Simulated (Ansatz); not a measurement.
HPbNO4:

```
CELL_PARAMETERS angstrom
3.85404 0.14384 0.09012
-0.25320 5.52698 0.16471
-0.48197 -1.92720 5.72025
ATOMIC_POSITIONS crystal
H 0.10913 0.65718 0.54463
Pb 0.61029 0.52127 0.15100
N 0.91580 0.96263 0.95867
O 0.01384 0.13639 0.88084
O 0.72398 0.01057 0.12858
O 0.00389 0.73732 0.87043
O 0.11927 0.59324 0.37651
```

The cell was built by a generator and needn't be a form met in nature.

```yaml
Program: Ansatz 0.2.0
Task: relaxation of cell and atoms
Functional: PBEsol
Dispersion: D3(BJ)
Potentials_or_basis: Ansatz PAW
Cutoff: "420 eV (not typed: the program's choice for these potentials)"
k_mesh: 5 × 4 × 4
Occupations: fermi-dirac, width 0.05 eV
Spin: no spin polarisation
```

At the start: volume 17.65 Å³/atom.

Q: Where does the relaxation end?

A: It ends after 27 steps and the volume is 15.98 Å³/atom (-9.5 %); space group P1 (No. 1, to 0.05 Å).

Step by step:
```csv
step,energy change (eV),largest force (eV/Å),volume (Å³)
1,0.0000,0.4583,123.55
2,-0.0517,0.2387,110.58
3,-0.0775,0.4678,114.51
4,-0.0882,0.2341,114.32
5,-0.0900,0.0339,114.79
6,-0.0906,0.0317,114.70
7,-0.0914,0.0381,114.51
8,-0.0919,0.0242,114.39
9,-0.0919,0.0229,114.39
10,-0.0925,0.0258,114.23
11,-0.0921,0.0038,114.34
12,-0.0708,0.0062,114.34
13,-0.0778,0.0983,112.92
14,-0.0782,0.0656,112.85
15,-0.0789,0.0216,112.71
16,-0.0791,0.0131,112.67
17,-0.0792,0.0159,112.67
18,-0.0792,0.0044,112.66
19,-0.0736,0.0039,112.66
20,-0.0757,0.0366,112.24
21,-0.0759,0.0285,112.19
22,-0.0763,0.0153,112.12
23,-0.0763,0.0096,112.11
24,-0.0745,0.0098,112.11
25,-0.0757,0.0178,111.87
26,-0.0759,0.0038,111.84
27,-0.0746,0.0039,111.84
```

Final structure:
```yaml
crystal:
  lattice:
    - [3.76609, 0.15327, -0.01610]
    - [-0.23583, 5.45660, 0.16580]
    - [-0.62639, -1.89949, 5.37882]
  atoms:
    - { symbol: H, position: [0.12363, 0.65951, 0.56490] }
    - { symbol: Pb, position: [0.59399, 0.51973, 0.14540] }
    - { symbol: N, position: [0.91328, 0.96326, 0.95318] }
    - { symbol: O, position: [0.00476, 0.13230, 0.86523] }
    - { symbol: O, position: [0.72700, 0.01616, 0.12890] }
    - { symbol: O, position: [0.00415, 0.73465, 0.86786] }
    - { symbol: O, position: [0.12940, 0.59300, 0.38519] }
```

Caveat: the plane-wave basis is chosen anew once the cell has moved, so the energies of steps on either side of that aren't comparable; the pressure holds a Pulay correction of +0.6 GPa for the finite cutoff; the PAW data sets come from PBE, with cores solved anew for the run's functional, which leaves a small shift of forces and pressure.
